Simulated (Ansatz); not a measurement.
# CH4AlGeI: one species, many methods

How much do the methods differ for CH4AlGeI? The plan is to run it at one geometry with functionals of several rungs and with coupled cluster. The yardstick is the atomisation energy at the CCSD(T) limit.

Method: functionals in def2-TZVPP, the program's frozen cores in correlated methods; program: Ansatz 0.2.0, Gaussian basis.

The runs, in order: LDA (SPW92), PBE-D4, revPBE-D4, BLYP-D4, r2SCAN-D4, B97M-V, PBE0-D4, B3LYP-D4, r2SCANh-D4, r2SCAN0-D4, HSE06-D4, BHLYP-D4, CAM-B3LYP-D4, LC-ωPBE, ωB97X-V, ωB97M-V, B2PLYP, PBE-QIDH; CCSD(T)/def2-SVP; CCSD(T)/def2-TZVPP; MP2/def2-QZVPP; extrapolation to the limit; RPA on PBE.

### Step 1. The relaxed structure

An earlier PBE0-D4 in a triple-zeta def2 set relaxation fixed the geometry. I takes the def2 core potential; no spin-orbit term is included.

SMILES `[I][Al]1[CH2][GeH2]1`, 8 atoms, charge 0, spin multiplicity 1.

Atoms are counted from 1 here; the program's logs count them from 0.

Bond lengths: I1–Al2 2.461 Å, Al2–C3 1.926 Å, Al2–Ge4 2.359 Å, C3–Ge4 2.062 Å, C3–H5 1.092 Å, C3–H6 1.092 Å, Ge4–H7 1.538 Å, Ge4–H8 1.538 Å. Angles: I1–Al2–C3 143.2°, I1–Al2–Ge4 160.3°, C3–Al2–Ge4 56.4°, Al2–C3–Ge4 72.5°, Al2–C3–H5 121.1°, Al2–C3–H6 121.0°, Ge4–C3–H5 114.0°, Ge4–C3–H6 113.8°, H5–C3–H6 109.4°, Al2–Ge4–C3 51.1°, Al2–Ge4–H7 125.1°, Al2–Ge4–H8 125.0°, C3–Ge4–H7 113.1°, C3–Ge4–H8 113.2°, H7–Ge4–H8 109.7°.

### Step 2. LDA

This LDA is Slater exchange with PW92 correlation.

in.yaml reads:

```yaml
crystal:
  periodic: [false, false, false]
  atoms:
    - {symbol: I, position_ang: [-2.734346, 2.456974, 1.064210]}
    - {symbol: Al, position_ang: [-1.058376, 0.817636, 0.316726]}
    - {symbol: C, position_ang: [0.812995, 0.372356, 0.411330]}
    - {symbol: Ge, position_ang: [-0.111303, -1.068137, -0.738090]}
    - {symbol: H, position_ang: [1.254834, -0.011102, 1.332893]}
    - {symbol: H, position_ang: [1.557756, 0.957188, -0.131871]}
    - {symbol: H, position_ang: [0.403334, -1.105844, -2.187160]}
    - {symbol: H, position_ang: [-0.032794, -2.476174, -0.123839]}
basis:
  gaussian: {orbitals: def2-TZVPP}
hamiltonian: {xc: lda}
output: {orbitals: {seedname: orbitals}}
```

Further steps of the session: PBE-D4 (GGA); revPBE-D4 (GGA); BLYP-D4 (GGA); r2SCAN-D4 (meta-GGA); B97M-V (meta-GGA); PBE0-D4 (hybrid); B3LYP-D4 (hybrid); r2SCANh-D4 (hybrid); r2SCAN0-D4 (hybrid); HSE06-D4 (hybrid); BHLYP-D4 (hybrid); CAM-B3LYP-D4 (range-separated); LC-ωPBE (range-separated); ωB97X-V (range-separated); ωB97M-V (range-separated); B2PLYP (double hybrid); PBE-QIDH (double hybrid); CCSD(T) in def2-SVP; CCSD(T) in def2-TZVPP; MP2 in def2-QZVPP; RPA on PBE orbitals.

Before running them: what should the planned runs give, taken together? Wanted: atomisation energy, CCSD(T)/CBS; farthest beyond LDA; mean size of error, GGA; mean size of error, meta-GGA; mean size of error, hybrid; mean size of error, range-separated; mean size of error, double hybrid; gap, smallest and largest; T1 diagnostic.

**Answer**, as computed:

```
                               quantity                                                                        value
        atomisation energy, CCSD(T)/CBS                                                               557.5 kcal/mol
functionals within 5.6 kcal/mol (1.0 %)  PBE-D4, r2SCAN-D4, B97M-V, PBE0-D4, r2SCANh-D4, HSE06-D4, ωB97X-V, PBE-QIDH
                    farthest beyond LDA                                                    BHLYP-D4 (-21.9 kcal/mol)
                mean size of error, GGA                                                                10.3 kcal/mol
           mean size of error, meta-GGA                                                                 1.7 kcal/mol
             mean size of error, hybrid                                                                 8.2 kcal/mol
    mean size of error, range-separated                                                                 8.4 kcal/mol
      mean size of error, double hybrid                                                                 9.4 kcal/mol
              gap, smallest and largest                                     2.68 eV (LDA (SPW92)), 8.85 eV (LC-ωPBE)
                          T1 diagnostic                                                                       0.0109
triples share of the correlation energy                                                                        3.3 %
```

LDA overbinds by 74.3 kcal/mol (13 %). PBE-D4 is off by +1.2 kcal/mol. Double hybrids carry the basis error of their MP2 part in triple zeta, and no dispersion term here, so their miss is partly the set-up's. By mean error the best rung here is meta-GGA (1.7 kcal/mol) and the worst beyond LDA is GGA (10.3 kcal/mol). The reference freezes the cores and leaves out spin-orbit coupling and excitations past (T), and its outer-core shells are covered unevenly, so misses under about 5.6 kcal/mol can't be ranked. All levels share the lack of spin-orbit coupling, which lowers the free heavy atoms and so the true binding. Hartree-Fock recovers 71 % of the binding; the rest is correlation. CCSD(T) in def2-SVP is off by -40.6 kcal/mol, which most functionals beat. Orbital gaps span 2.7 to 8.9 eV; exact exchange widens them. Correlated methods include outer-core shells of Ge, I, which these sets cover unevenly.
